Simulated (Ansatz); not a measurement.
# NaVS2: the cost of one run

Computed with Ansatz 0.2.0 (DFT, LDA, PAW with Ansatz's default frozen-core files, scalar-relativistic, unless a step's input says otherwise).

### Step 1. The starting structure

Symmetry: R-3m, No. 166, trigonal system. Conventional cell: a = 3.599 Å, b = 3.599 Å, c = 19.383 Å, α = 90.00°, β = 90.00°, γ = 120.00°. Na (site symmetry -3m) has 6 S at 2.81 Å as nearest neighbours. V (site symmetry -3m) is surrounded by 6 S at 2.47 Å. S (site symmetry 3m) is surrounded by 3 V at 2.47 Å and 3 Na at 2.81 Å.

Coordinates:

```
CELL_PARAMETERS angstrom
1.79930 1.03883 6.46105
-1.79930 1.03883 6.46105
0.00000 -2.07765 6.46105
ATOMIC_POSITIONS crystal
Na 0.50000 0.50000 0.50000
V 0.00000 0.00000 0.00000
S 0.26438 0.26438 0.26438
S 0.73562 0.73562 0.73562
```

Atoms are numbered in the order of the input: Na1, V2, S3, S4.

### Step 2. Free moments from the typed start, PAW

Contents of input.yaml:

```yaml
crystal:
  lattice:
    - [1.7993010104, 1.0388269227, 6.4610546979]
    - [-1.7993010104, 1.0388269227, 6.4610546979]
    - [0.0, -2.0776538454, 6.4610546979]
  atoms:
    - { symbol: Na, position: [0.5, 0.5, 0.5] }
    - { symbol: V, position: [0.0, 0.0, 0.0], spin: 2.0 }
    - { symbol: S, position: [0.26437887, 0.26437887, 0.26437887] }
    - { symbol: S, position: [0.73562113, 0.73562113, 0.73562113] }
magnetization:
  spin_polarized: true
kpoints:
  mp_grid: { grid: [11, 11, 11] }
scf:
  occupations: { method: fermi_dirac, width: 0.03 }
  lower_state_search: "off"
hamiltonian:
  xc: lda
  pseudopotentials: { kind: paw }
output:
  forces: true
  stress: true
  eigenvalues: true
  populations: true
  dos: { projected: true, de: 0.1, e_range: [-8, 5] }
  write_density: true
  write_potential: true
  elf: true
  volumetric_format: npy
```

Started as:

```console
ansatz run input.yaml --threads 2 --pin off --max-ram 6144MiB --backend cpu --events-out ev --progress --plain --runs-dir out
```

What time and memory should one allow on 2 threads of Intel Xeon Platinum 8175M at 2.50GHz (Skylake/Cascade Lake), shared host?

About 20 s, with a peak of 0.65 GiB.
